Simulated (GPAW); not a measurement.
# CsLiCr2Te2S3 (R32) in GPAW: notebook

The runs below take CsLiCr2Te2S3 through electron localisation function, single point, with PBE.

All numbers are computed with GPAW 26.7.0; they aren't measurements. Logs are shortened: lines on timing, memory, paths and dates and some standing lists are left out, and cuts for length are marked. The log counts tension as positive stress, the text compression.

**1. The crystal as given**

The structure is trigonal, space group R32 (No. 155). Conventional cell: a = 6.639 Å, b = 6.639 Å, c = 20.639 Å, α = 90.00°, β = 90.00°, γ = 120.00°. Cs (site symmetry 32) has 6 Te at 3.84 Å and 6 S at 4.04 Å and 2 Cr at 4.16 Å as nearest neighbours. Li (site symmetry 32) is surrounded by 3 S at 2.41 Å. Around Cr (site symmetry 3) lie 3 S at 2.24 Å and 1 Te at 2.45 Å. Te (site symmetry 3) has 1 Cr at 2.45 Å as nearest neighbours. S (site symmetry 2) is surrounded by 2 Cr at 2.24 Å and 1 Li at 2.41 Å.

The cell was built by a generator and needn't be a form met in nature.

**2. Electron localisation function, PBE, collinear spin, ferromagnetic start**

The input, run.py:

```python
from ase import Atoms
from ase.dft.bandgap import bandgap
from ase.io import write
from ase.units import Bohr, GPa
from ase.parallel import parprint
from gpaw import GPAW, PW
from gpaw.elf import elf_from_dft_calculation

atoms = Atoms(['Cs', 'Li', 'Cr', 'Cr', 'Te', 'Te', 'S', 'S', 'S'],
              cell=[[3.3192902327, 1.9163931094, 6.87982],
                    [-3.3192902327, 1.9163931094, 6.87982],
                    [0.0, -3.8327862188, 6.87982]],
              scaled_positions=[[0.0, 0.0, 0.0],
                                [0.5, 0.5, 0.5],
                                [0.79848, 0.79848, 0.79848],
                                [0.20152, 0.20152, 0.20152],
                                [0.6799, 0.6799, 0.6799],
                                [0.3201, 0.3201, 0.3201],
                                [0.13626, 0.86374, 0.5],
                                [0.5, 0.13626, 0.86374],
                                [0.86374, 0.5, 0.13626]],
              pbc=True)
atoms.set_initial_magnetic_moments([0.0, 0.0, 3.0, 3.0, 0.0, 0.0, 0.0, 0.0, 0.0])

calc = GPAW(mode=PW(800),
            xc='PBE',
            kpts={'size': (5, 5, 5), 'gamma': True},
            occupations={'name': 'fermi-dirac', 'width': 0.05},
            nbands=49,
            convergence={'density': 1e-05, 'energy': 1e-05},
            maxiter=150,
            txt='gpaw.txt')
atoms.calc = calc
energy = atoms.get_potential_energy()
forces = atoms.get_forces()
stress = atoms.get_stress()
calc.write('gs.gpw')
write('result.traj', atoms)
parprint(f'Energy: {energy:.6f} eV')
parprint('Forces (eV/A):')
parprint(forces.round(4))
parprint('Stress (GPa):', (stress / GPa).round(3))
parprint('Moments:', calc.get_magnetic_moments().round(3))
parprint('Fermi level:', round(calc.get_fermi_level(), 4), 'eV')
parprint(f'Gap: {bandgap(calc)[0]:.4f} eV, direct: {bandgap(calc, direct=True)[0]:.4f} eV')

# fields on the real-space grid
write('density.cube', atoms, data=calc.get_pseudo_density() * Bohr**3)
write('potential.cube', atoms, data=calc.get_electrostatic_potential())
write('spin.cube', atoms, data=(calc.get_pseudo_density(spin=0) - calc.get_pseudo_density(spin=1)) * Bohr**3)
write('elf.cube', atoms, data=elf_from_dft_calculation(calc).data)
```

Potentials or basis: GPAW PAW data sets (gpaw-data 1.2.1), pw.

The run is started by

```sh
$ OMP_NUM_THREADS=1 mpirun -n 8 gpaw python run.py
```

gpaw.txt:

```text
__  _  _
 | _ |_)|_||  |
 |__||  | ||/\| - 26.7.0

Input parameters:
  mode=PW(ecut=800.0),
  convergence={'density': 1e-05, 'energy': 1e-05},
  kpts=MonkhorstPack(size=(5, 5, 5), gamma=True),
  maxiter=150,
  nbands=49,
  occupations=Occupations(name='fermi-dirac', width=0.05),
  xc=XC(name='PBE')

Diagonalizing LCAO Hamiltonian
Converting LCAO to pw mode

               Cr

               Te

                   S
        S      Li

                S

               Te

               Cr

               Cs

Atoms  # Å, Bohr magnetons
|   | symbol |         x |         y |         z |    initial magnetic moments |
|---|--------|-----------|-----------|-----------|-----------------------------|
| 0 |     Cs |  0.000000 |  0.000000 |  0.000000 | ( 0.0000,  0.0000,  0.0000) |
| 1 |     Li |  0.000000 |  0.000000 | 10.319730 | ( 0.0000,  0.0000,  0.0000) |
| 2 |     Cr | -0.000000 |  0.000000 | 16.480196 | ( 0.0000,  0.0000,  3.0000) |
| 3 |     Cr | -0.000000 | -0.000000 |  4.159264 | ( 0.0000,  0.0000,  3.0000) |
| 4 |     Te | -0.000000 | -0.000000 | 14.032769 | ( 0.0000,  0.0000,  0.0000) |
| 5 |     Te |  0.000000 | -0.000000 |  6.606691 | ( 0.0000,  0.0000,  0.0000) |
| 6 |      S | -2.414717 | -0.000000 | 10.319730 | ( 0.0000,  0.0000,  0.0000) |
| 7 |      S |  1.207359 | -2.091206 | 10.319730 | ( 0.0000,  0.0000,  0.0000) |
| 8 |      S |  1.207359 |  2.091206 | 10.319730 | ( 0.0000,  0.0000,  0.0000) |

Unit cell  # Å
| periodic |         x |         y |        z |  lengths |    angles |
|----------|-----------|-----------|----------|----------|-----------|
|      yes |  3.319290 |  1.916393 | 6.879820 | 7.875416 | 49.855481 |
|      yes | -3.319290 |  1.916393 | 6.879820 | 7.875416 | 49.855481 |
|      yes |  0.000000 | -3.832786 | 6.879820 | 7.875416 | 49.855481 |

Number of symmetries: 6
Symmetry operations  # r_c * U_cc + t_c -> r_c
|   | kind |            matrix            |
|---|------|------------------------------|
| 0 |  E   |  1, 0, 0,  0, 1, 0,  0, 0, 1 |
| 1 |  C3  |  0, 1, 0,  0, 0, 1,  1, 0, 0 |
| 2 |  C3  |  0, 0, 1,  1, 0, 0,  0, 1, 0 |
| 3 |  C2  |  0, 0,-1,  0,-1, 0, -1, 0, 0 |
| 4 |  C2  |  0,-1, 0, -1, 0, 0,  0, 0,-1 |
| 5 |  C2  | -1, 0, 0,  0, 0,-1,  0,-1, 0 |

BZ-sampling:
  Number of BZ points: 125
  Number of IBZ points: 19

  Monkhorst-Pack size: [5, 5, 5]
  Monkhorst-Pack shift: [0, 0, 0]

K-points  # in reciprocal-cell coordinates
|     |                                coordinates |     weight |
|-----|--------------------------------------------|------------|
|   0 | (  0.00000000,   0.00000000,   0.00000000) | 0.00800000 |
|   1 | (  0.20000000,   0.00000000,  -0.20000000) | 0.04800000 |
|   2 | (  0.20000000,   0.00000000,   0.00000000) | 0.04800000 |
|   3 | (  0.20000000,   0.20000000,  -0.20000000) | 0.04800000 |
|   4 | (  0.20000000,   0.20000000,   0.00000000) | 0.04800000 |
|   5 | (  0.20000000,   0.20000000,   0.20000000) | 0.01600000 |
|   6 | (  0.40000000,  -0.20000000,  -0.20000000) | 0.04800000 |
|   7 | (  0.40000000,   0.00000000,  -0.40000000) | 0.04800000 |
|   8 | (  0.40000000,   0.00000000,  -0.20000000) | 0.09600000 |
|   9 | (  0.40000000,   0.00000000,   0.00000000) | 0.04800000 |
| ... |                                            |            |
|  18 | (  0.40000000,   0.40000000,   0.40000000) | 0.01600000 |

Plane wave coefficients: 13568
Cutoff: 800.0 eV

Spin-components: 2 (collinear spins)
Bands:           49
Projectors:      45
Spin-degeneracy: 1
Datatype:        complex128

Parallelization:
  kpt:    8
  domain: 1
  band:   1

Density:
  Valence electrons: 52.0
  Components: 2
  Grid points: [54 54 54]
  Charge: 0.0  # |e|

Potential:
  Grid points: [54 54 54]

species:
  Cs:
    name:    Caesium
    Z:       55.0
    valence: 9
    core:    46
    charge:  0.0  # [|e|]
    compensation charges:
      type: gauss
      rc: 0.33  # [Å]
      lmax: 2
    cutoffs:
      filter: 2.06  # [Å]
      core: 2.51  # [Å]
    projectors
    | kind |    occ | energy [eV] | rcut [Å] |
    |------|--------|-------------|----------|
    |   5s |  2.000 |     -26.706 |    1.164 |
    |   6s |  1.000 |      -2.085 |    1.164 |
    |   5p |  6.000 |     -13.523 |    1.058 |
    |    p |        |      13.688 |    1.058 |
    |    d |        |       0.000 |    1.058 |

    Using partial waves for Cs as LCAO basis

  Li:
    name:    Lithium
    Z:       3.0
    valence: 1
    core:    2
    charge:  0.0  # [|e|]
    compensation charges:
      type: gauss
      rc: 0.33  # [Å]
      lmax: 2
    cutoffs:
      filter: 1.91  # [Å]
      core: 2.55  # [Å]
    projectors
    | kind |    occ | energy [eV] | rcut [Å] |
    |------|--------|-------------|----------|
    |   2s |  1.000 |      -2.874 |    1.058 |
    |   2p |  0.000 |      -1.090 |    1.058 |
    |    s |        |      24.337 |    1.058 |

    Using partial waves for Li as LCAO basis

  Cr:
    name:    Chromium
    Z:       24.0
    valence: 6
    core:    18
    charge:  0.0  # [|e|]
    compensation charges:
      type: gauss
      rc: 0.35  # [Å]
      lmax: 2
    cutoffs:
      filter: 2.14  # [Å]
      core: 3.04  # [Å]
    projectors
    | kind |    occ | energy [eV] | rcut [Å] |
    |------|--------|-------------|----------|
    |   4s |  1.000 |      -4.007 |    1.164 |
    |   4p |  0.000 |      -0.989 |    1.217 |
    |   3d |  5.000 |      -2.913 |    1.111 |
    |    s |        |      23.205 |    1.164 |
    |    p |        |      26.223 |    1.217 |
    |    d |        |      24.299 |    1.111 |

    Using partial waves for Cr as LCAO basis

  Te:
    name:    Tellurium
    Z:       52.0
    valence: 6
    core:    46
    charge:  0.0  # [|e|]
    compensation charges:
      type: gauss
      rc: 0.36  # [Å]
      lmax: 2
    cutoffs:
      filter: 2.09  # [Å]
      core: 3.17  # [Å]
    projectors
    | kind |    occ | energy [eV] | rcut [Å] |
    |------|--------|-------------|----------|
    |   5s |  2.000 |     -15.089 |    1.180 |
    |   5p |  4.000 |      -5.955 |    1.196 |
    |    s |        |      12.123 |    1.180 |
    |    p |        |      21.256 |    1.196 |
    |    d |        |       0.000 |    1.238 |

    Using partial waves for Te as LCAO basis

  S:
    name:    Sulfur
    Z:       16.0
    valence: 6
    core:    10
    charge:  0.0  # [|e|]
    compensation charges:
      type: gauss
      rc: 0.24  # [Å]
      lmax: 2
    cutoffs:
      filter: 1.77  # [Å]
      core: 1.66  # [Å]
    projectors
    | kind |    occ | energy [eV] | rcut [Å] |
    |------|--------|-------------|----------|
    |   3s |  2.000 |     -17.254 |    0.974 |
    |   3p |  4.000 |      -7.008 |    0.979 |
    |    s |        |       9.957 |    0.974 |
    |    p |        |      20.203 |    0.979 |
    |    d |        |       0.000 |    0.900 |

    Using partial waves for S as LCAO basis

Reference energy: -671321.845766  # eV

eigensolver:
  PPCG
  Converge bands: occupied
  niter=2

density mixing:
  MSR1-Mixer
  Pratt-step length: 0.05
  Maximum mixing coefficient: 0.75
  Old densities: 10
  SVD Regularization: 0.005
  Good broyden scale: 1.0
  Trust region scale: 1.0
  Backstep threshold: 4.0
  History deletion threshold: 6.0
  Fourier metric: weight=20.0, sigma=0.015

occupation numbers:
  Fermi-Dirac:
    width: 0.0500  # eV

poisson solver:
  ecut: 6400.0  # eV

xc functional:
  name: PBE with 2 nearest neighbor stencil

convergence criteria:
- Maximum integral of absolute [dens]ity change: 1e-05 electrons / valence electron
- Maximum [total energy] change in last 3 cyles: 1e-05 eV / valence electron
- Maximum integral of absolute [eigenst]ate change: 4e-08 eV^2 / valence electron
maximum number of iterations: 150

SCF iterations
|iter     | |      energy | eigst |  dens |  magmom |
|---------|-|-------------|-------|-------|---------|
|iter:   1| |  -48.627516 | +0.31 |       |  +5.9880|
|iter:   2| |  -45.829706 | -1.05 | -0.69 |  +5.9125|
|iter:   3| |  -45.651664 | -2.26 | -0.94 |  +5.7921|
|iter:   4| |  -45.456189 | -2.24 | -1.00 |  +5.3508|
|iter:   5| |  -45.463742 | -2.18 | -1.12 |  +4.7909|
|iter:   6| |  -45.530602 | -2.53 | -1.33 |  +4.3064|
|iter:   7| |  -45.546666 | -3.16 | -1.63 |  +4.1322|
|iter:   8| |  -45.556346 | -3.45 | -1.90 |  +3.9822|
|iter:   9| |  -45.557411 | -4.28 | -2.38 |  +3.9927|
|iter:  10| |  -45.557696 | -4.86 | -2.86 |  +3.9976|
|iter:  11| |  -45.557738c| -5.46 | -3.19 |  +4.0029|
|iter:  12| |  -45.557741c| -6.05 | -3.52 |  +4.0033|
|iter:  13| |  -45.557739c| -6.62 | -3.91 |  +4.0029|
|iter:  14| |  -45.557737c| -7.13 | -4.28 |  +4.0025|
|iter:  15| |  -45.557737c| -7.64c| -4.76 |  +4.0025|
|iter:  16| |  -45.557736c| -7.89c| -5.15c|  +4.0025|

Converged in 16 steps
Energy contributions relative to reference atoms: (reference = -671321.845766)

Energy contributions:
  Kinetic:          15.928286
  Coulomb:         -28.112344
  Zero:              0.970232
  External:          0.000000
  Xc:              -34.333758
  Entropy:          -0.020305
  Spinorbit:         0.000000
  ----------------------------
  Free energy:     -45.567889
  Extrapolated:    -45.557736

dipole moment: (-0.000000, -0.000000, -116.079925)  # |e|*Ang

Total magnetic moment: (0.000000, 0.000000, 4.002482)

Local magnetic moments
|        x |        y |         z |
|----------|----------|-----------|
| 0.000000 | 0.000000 | -0.005928 |  # Cs   0
| 0.000000 | 0.000000 |  0.005612 |  # Li   1
| 0.000000 | 0.000000 |  2.240442 |  # Cr   2
| 0.000000 | 0.000000 |  2.240442 |  # Cr   3
| 0.000000 | 0.000000 | -0.198007 |  # Te   4
| 0.000000 | 0.000000 | -0.198007 |  # Te   5
| 0.000000 | 0.000000 | -0.067492 |  # S    6
| 0.000000 | 0.000000 | -0.067492 |  # S    7
| 0.000000 | 0.000000 | -0.067492 |  # S    8

Fermi level: 3.626
Eigenvalues  # (at kpt = [0.000, 0.000, 0.000])
| band index |      eig [eV] | occ [0-1] |      eig [eV] | occ [0-1] |
|------------|---------------|-----------|---------------|-----------|
|          0 |       -17.527 |     1.000 |       -17.534 |     1.000 |
|        ... |               |           |               |           |
|         18 |         1.088 |     1.000 |         1.580 |     1.000 |
|         19 |         1.241 |     1.000 |         1.580 |     1.000 |
|         20 |         1.241 |     1.000 |         1.623 |     1.000 |
|         21 |         1.414 |     1.000 |         1.899 |     1.000 |
|         22 |         2.140 |     1.000 |         3.421 |     0.984 |
|         23 |         2.140 |     1.000 |         3.421 |     0.984 |
[... 8 lines left out ...]
|         32 |         5.414 |     0.000 |         6.646 |     0.000 |
|         33 |         5.414 |     0.000 |         6.646 |     0.000 |
|        ... |               |           |               |           |
|         48 |        12.243 |     0.000 |        11.861 |     0.000 |

No gap
No difference between direct/indirect transitions

Forces  # eV/Ang
|        x |        y |        z |
|----------|----------|----------|
|  0.00000 |  0.00000 |  0.00000 |  # Cs   0
|  0.00000 |  0.00000 | -0.00000 |  # Li   1
|  0.00000 |  0.00000 | -0.10540 |  # Cr   2
|  0.00000 |  0.00000 |  0.10540 |  # Cr   3
| -0.00000 | -0.00000 |  0.02240 |  # Te   4
|  0.00000 |  0.00000 | -0.02240 |  # Te   5
|  0.04926 |  0.00000 | -0.00000 |  # S    6
| -0.02463 |  0.04266 | -0.00000 |  # S    7
| -0.02463 | -0.04266 | -0.00000 |  # S    8

Stress tensor  # eV/Ang^3
|         x |         y |        z |
|-----------|-----------|----------|
| -0.002080 | -0.000000 | 0.000000 |
| -0.000000 | -0.002080 | 0.000000 |
|  0.000000 |  0.000000 | 0.000539 |

# Writing to gs.gpw (mode='')
```

It took 2 min on 8 MPI ranks of Intel Xeon Platinum 8488C (Sapphire Rapids), shared host; peak memory 0.67 GiB.

What came out:

| Quantity | Value |
| --- | --- |
| Free energy | -45.5679 eV |
| Pressure | 0.2 GPa |
| Largest force | 0.105 eV/Å |
| Band gap on the k mesh | none (metal or under the smearing width) |
| Net moment | 4.00 μB per cell |
| Site moments | Cs -0.01; Li +0.01; Cr +2.24; Te -0.20; S -0.07 μB |

Forces on the atoms (eV/Å):
```
Cs   0.000  0.000  0.000
Li   0.000  0.000  0.000
Cr   0.000  0.000 -0.105
Cr   0.000  0.000  0.105
Te   0.000  0.000  0.022
Te   0.000  0.000 -0.022
S    0.049  0.000  0.000
S   -0.025  0.043  0.000
S   -0.025 -0.043  0.000
```

Stress tensor (GPa, compression positive):
```
 0.33  0.00  0.00
 0.00  0.33  0.00
 0.00  0.00 -0.09
```

Caveat: only a ferromagnetic start was run, and an antiferromagnetic order may lie lower in energy. With open d or f shells a metallic result of PBE can be an artefact of self-interaction; +U or a hybrid may open a gap.

**3. Single point, PBE**

run.py, as its differences from that of step 2:

```diff
@@ -3,6 +3,5 @@
 from ase.io import write
-from ase.units import Bohr, GPa
+from ase.units import GPa
 from ase.parallel import parprint
 from gpaw import GPAW, PW
-from gpaw.elf import elf_from_dft_calculation
 
@@ -22,3 +21,2 @@
               pbc=True)
-atoms.set_initial_magnetic_moments([0.0, 0.0, 3.0, 3.0, 0.0, 0.0, 0.0, 0.0, 0.0])
 
@@ -26,3 +24,3 @@
             xc='PBE',
-            kpts={'size': (5, 5, 5), 'gamma': True},
+            kpts={'size': (4, 4, 4), 'gamma': True},
             occupations={'name': 'fermi-dirac', 'width': 0.05},
@@ -42,10 +40,3 @@
 parprint('Stress (GPa):', (stress / GPa).round(3))
-parprint('Moments:', calc.get_magnetic_moments().round(3))
 parprint('Fermi level:', round(calc.get_fermi_level(), 4), 'eV')
 parprint(f'Gap: {bandgap(calc)[0]:.4f} eV, direct: {bandgap(calc, direct=True)[0]:.4f} eV')
-
-# fields on the real-space grid
-write('density.cube', atoms, data=calc.get_pseudo_density() * Bohr**3)
-write('potential.cube', atoms, data=calc.get_electrostatic_potential())
-write('spin.cube', atoms, data=(calc.get_pseudo_density(spin=0) - calc.get_pseudo_density(spin=1)) * Bohr**3)
-write('elf.cube', atoms, data=elf_from_dft_calculation(calc).data)
```

Potentials or basis: GPAW PAW data sets (gpaw-data 1.2.1), pw.

The run is started by

```sh
$ OMP_NUM_THREADS=1 mpirun -n 8 gpaw python run.py
```

Run time: 38 s. Hardware: 8 MPI ranks of Intel Xeon 6975P-C (Granite Rapids), shared host; peak memory 0.51 GiB.

It converged, with:

```
Free energy            : -44.6344 eV
Pressure               : -2.0 GPa
Largest force          : 0.622 eV/Å
Band gap on the k mesh : none (metal or under the smearing width)
```

Forces in eV/Å, atoms in the order of the input:
```
Cs   0.000  0.000  0.000
Li   0.000  0.000  0.000
Cr   0.000  0.000  0.390
Cr   0.000  0.000 -0.390
Te   0.000  0.000  0.236
Te   0.000  0.000 -0.236
S   -0.622  0.000  0.000
S    0.311 -0.539  0.000
S    0.311  0.539  0.000
```

Stress tensor (GPa, compression positive):
```
-2.19  0.00  0.00
 0.00 -2.19  0.00
 0.00  0.00 -1.54
```

Levels at points of the mesh, in eV from the Fermi level:
```tsv
k point	band 22	band 23	band 24	band 25	band 26	band 27	band 28	band 29	band 30	band 31
(0.00, 0.00, 0.00)	-2.05	-0.67	-0.67	-0.09	-0.09	0.12	0.12	0.40	0.74	0.74
(0.50, 0.00, 0.00)	-1.63	-1.28	-1.09	-0.30	0.07	0.26	0.45	0.86	1.00	1.15
(0.50, 0.50, 0.00)	-1.81	-0.91	-0.52	-0.23	-0.12	-0.01	0.53	0.64	0.79	0.93
(0.50, 0.50, 0.50)	-1.82	-1.14	-1.14	-0.39	-0.39	0.06	0.31	0.31	1.08	1.08
```

Caveat: the run has no spin polarisation, though such a crystal can be magnetic. With open d or f shells a metallic result of PBE can be an artefact of self-interaction; +U or a hybrid may open a gap.

**4. The reference run**

An earlier run on the cell as given: functional PBE; potentials or basis GPAW PAW data sets (gpaw-data 1.2.1); cutoff 800 eV; basis pw; k mesh 5 × 5 × 5; occupations fermi-dirac, width 0.05 eV; collinear spin, ferromagnetic start; starting moments [0.0, 0.0, 3.0, 3.0, 0.0, 0.0, 0.0, 0.0, 0.0] μB.

* Pressure: 0.2 GPa
* Largest force: 0.105 eV/Å
* Band gap on the k mesh: none (metal or under the smearing width)
* Net moment: 4.00 μB per cell
* Site moments: Cs -0.01; Li +0.01; Cr +2.24; Te -0.20; S -0.07 μB

**5. The runs side by side**

| task | spin | k mesh | gap on the mesh (eV) | pressure (GPa) | moment (μB) | largest force (eV/Å) |
| --- | --- | --- | --- | --- | --- | --- |
| electron localisation function | collinear, ferromagnetic start | 5 × 5 × 5 | none | 0.2 | 4.00 | 0.11 |
| single point | off | 4 × 4 × 4 | none | -2.0 | - | 0.62 |
| single point | collinear, ferromagnetic start | 5 × 5 × 5 | none | 0.2 | 4.00 | 0.11 |

Alike in all rows: level PBE; potentials or basis GPAW PAW data sets (gpaw-data 1.2.1), pw; cell as given; cutoff (eV) 800; smearing fermi-dirac 0.05 eV.

Every run on the cell as given and a fine mesh finds a metal.

Total energies depend on the potentials used, so only differences within one code and one set of settings carry meaning.
